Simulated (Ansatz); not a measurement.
# BAs: a single-point run

The task is a single-point run on BAs. The structure is shown as the input types it.

Computed with Ansatz 0.2.0 (density functional or hybrid calculation with the settings of its input, plane waves (as first typed), unless a step's input says otherwise).

4 further runs of the same task are left out: 1 for a known fault of the program, 3 that didn't finish.

## Step 1: The system as given

The structure is cubic, space group F-43m (No. 216). The conventional cell has a = 4.784 Å, b = 4.784 Å, c = 4.784 Å, α = 90.00°, β = 90.00°, γ = 90.00°. B (site symmetry -43m) is surrounded by 4 As at 2.07 Å. Around As (site symmetry -43m) lie 4 B at 2.07 Å.

Structure file:

```
B As
1.0
     0.00000    2.39187    2.39187
     2.39187    0.00000    2.39187
     2.39187    2.39187    0.00000
B As
1 1
Direct
  0.00000 0.00000 0.00000
  0.25000 0.25000 0.25000
```

## Step 2: Running it

input.yaml

```yaml
crystal:
  lattice:
    - [0.0, 2.3918676044, 2.3918676044]
    - [2.3918676044, 0.0, 2.3918676044]
    - [2.3918676044, 2.3918676044, 0.0]
  atoms:
    - { symbol: B, position: [0.0, 0.0, 0.0] }
    - { symbol: As, position: [0.25, 0.25, 0.25] }
kpoints:
  mp_grid: { grid: [6, 6, 6] }
hamiltonian:
  xc: pbe
scf:
  occupations: { method: fixed }
  n_extra_bands: 4
  max_iter: 52
output:
  forces: true
  stress: true
  eigenvalues: true
basis:
  ecutrho_ratio: 2
```

The run is started by

```console
ansatz run input.yaml --threads 4 --pin off --max-ram 3686MiB --backend cpu --events-out ev --progress --plain --runs-dir out
```

What happens when this is run?

The program finished normally, with warnings (cutoff below recommended). Its log warns: «basis.ecutrho_ratio = 2 (ecutrho = 840 eV) is below the records' recommended 1680 eV»

In the input, basis.ecutrho_ratio is 2. The density grid can't hold the products of the orbitals.

The test: delete basis.ecutrho_ratio (the default then holds).
